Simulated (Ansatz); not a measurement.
# ZrO2: energies up the ladder

An exercise on one series of results from a longer session: the logs are not shown, and one member is left open.

Method: the levels named in each step, in Ansatz 0.2.0.

### The starting structure

Bond lengths: O1–Zr2 1.779 Å, Zr2–O3 1.779 Å. Angles: O1–Zr2–O3 106.4°.

Coordinates:

```xyz
3

O    -1.0364    0.3093   -1.2174
Zr   -0.1014   -0.0643    0.2494
O     1.6145    0.0575   -0.2046
```

Set-up of the first run:

File input.yaml:

```yaml
crystal:
  periodic: [false, false, false]
  atoms:
    - { symbol: O, position_ang: [-1.03809296, 0.30652255, -1.20665055] }
    - { symbol: Zr, position_ang: [-0.09333892, -0.05922536, 0.22958212] }
    - { symbol: O, position_ang: [1.60819188, 0.05518281, -0.19560159] }
basis:
  gaussian: { orbitals: def2-TZVPP }
hamiltonian:
  xc: pbe0
  dispersion: d4
phonons: {}
```

Launch:

```
$ ansatz run input.yaml --threads 4 --pin off --max-ram 10240MiB --backend cpu --events-out ev --progress --plain --runs-dir out
```

Steps of the session up to this table: Frequencies, PBE0-D4/def2-TZVPP; Single point, PBE-D4/def2-TZVPP; Single point, r2SCAN-D4/def2-TZVPP; Single point, B3LYP-D4/def2-TZVPP; Single point, wB97M-V/def2-TZVPP; Single point, B2PLYP/def2-TZVPP; Single point, LDA/def2-TZVPP; Single point, PBE0-D4/def2-SVP; Single point, PBE-D4/def2-SVP; The cation of multiplicity 2 at the same geometry, PBE0-D4/def2-TZVPP; The cation of multiplicity 2 at the same geometry, PBE-D4/def2-TZVPP; The cation of multiplicity 2 at the same geometry, r2SCAN-D4/def2-TZVPP; The cation of multiplicity 2 at the same geometry, B3LYP-D4/def2-TZVPP; The cation of multiplicity 2 at the same geometry, wB97M-V/def2-TZVPP; The cation of multiplicity 2 at the same geometry, B2PLYP/def2-TZVPP.

One table of the session follows, with a row left open; its other results are not shown here.

It belongs to the step «Vertical ionisation energy». 

```
               level  vertical ionisation energy (eV)  from B2PLYP/def2-TZVPP (eV)
   PBE-D4/def2-TZVPP                                ?                            ?
r2SCAN-D4/def2-TZVPP                            8.911                       -0.359
 B3LYP-D4/def2-TZVPP                            9.115                       -0.155
  wB97M-V/def2-TZVPP                            9.163                       -0.106
   B2PLYP/def2-TZVPP                            9.270                       +0.000
```

Q: Estimate the row for PBE-D4/def2-TZVPP from the others.

The run gave: vertical ionisation energy (eV): 8.975; from B2PLYP/def2-TZVPP (eV): -0.295. In the column «vertical ionisation energy (eV)» it lies between r2SCAN-D4/def2-TZVPP (8.911) and B3LYP-D4/def2-TZVPP (9.115).
